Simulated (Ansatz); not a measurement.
# CH₃ClF₂Hf: small, medium and large basis sets

An exercise on one series of results from a longer session: the logs are not shown, and one member is left open.

Program: Ansatz 0.2.0, Gaussian basis. Level of theory: one geometry, several basis sets. These are calculated values, not measurements.

Levels to be run: PBE0-D4/def2-SVP; ωB97M-V/def2-SVP; PBE0-D4/def2-QZVPP; ωB97M-V/def2-QZVPP; the functionals' def2-TZVPP values are taken from earlier runs.

## Structure used throughout

The geometry comes from an earlier relaxation with PBE0-D4 in a triple-zeta def2 set; it is a stationary point, not always the lowest conformer. Hf takes the def2 core potential; no spin-orbit term is included.

SMILES `[CH3][Hf]([F])([F])[Cl]`, 8 atoms, charge 0, spin multiplicity 1.

Atoms are counted from 1 here; the program's logs count them from 0.

Bond lengths: C1–Hf2 2.193 Å, C1–H6 1.096 Å, C1–H7 1.096 Å, C1–H8 1.096 Å, Hf2–F3 1.895 Å, Hf2–F4 1.895 Å, Hf2–Cl5 2.347 Å. Angles: Hf2–C1–H6 111.1°, Hf2–C1–H7 111.4°, Hf2–C1–H8 111.1°, H6–C1–H7 107.7°, H6–C1–H8 107.7°, H7–C1–H8 107.7°, C1–Hf2–F3 105.5°, C1–Hf2–F4 105.5°, C1–Hf2–Cl5 106.8°, F3–Hf2–F4 111.6°, F3–Hf2–Cl5 113.3°, F4–Hf2–Cl5 113.4°.

The first run:

in.yaml reads:

```yaml
crystal:
  periodic: [false, false, false]
  atoms:
    - {symbol: C, position_ang: [-0.992356, -0.201725, 0.566197]}
    - {symbol: Hf, position_ang: [0.895378, 0.091642, -0.509800]}
    - {symbol: F, position_ang: [2.219760, -0.750937, 0.551773]}
    - {symbol: F, position_ang: [0.671975, -0.788006, -2.173287]}
    - {symbol: Cl, position_ang: [1.205172, 2.408744, -0.716282]}
    - {symbol: H, position_ang: [-0.957143, 0.263864, 1.557529]}
    - {symbol: H, position_ang: [-1.211742, -1.266310, 0.705235]}
    - {symbol: H, position_ang: [-1.831054, 0.242728, 0.018636]}
basis:
  gaussian: {orbitals: def2-SVP}
hamiltonian: {xc: pbe0, dispersion: d4}
output: {orbitals: {seedname: orbitals}}
```

Run with:

```console
ansatz run in.yaml --threads 2 --pin off --events-out ev --progress --plain --max-ram 32768MiB --backend cpu
```

Steps of the session up to this table: PBE0-D4 in def2-SVP; ωB97M-V in def2-SVP; PBE0-D4 in def2-QZVPP; ωB97M-V in def2-QZVPP.

One table of the session follows, with a row left open; its other results are not shown here.

It belongs to the step «Density functionals: the series». 

| functional | basis | HOMO (eV) |
| --- | --- | --- |
| PBE0-D4 | def2-SVP | -8.58 |
| PBE0-D4 | def2-TZVPP | ? |
| PBE0-D4 | def2-QZVPP | -8.56 |
| ωB97M-V | def2-SVP | -10.82 |
| ωB97M-V | def2-TZVPP | -10.82 |
| ωB97M-V | def2-QZVPP | -10.82 |

Estimate the missing values for PBE0-D4, def2-TZVPP.

The run gave: HOMO (eV): -8.55. In the column «HOMO (eV)» it is the highest.
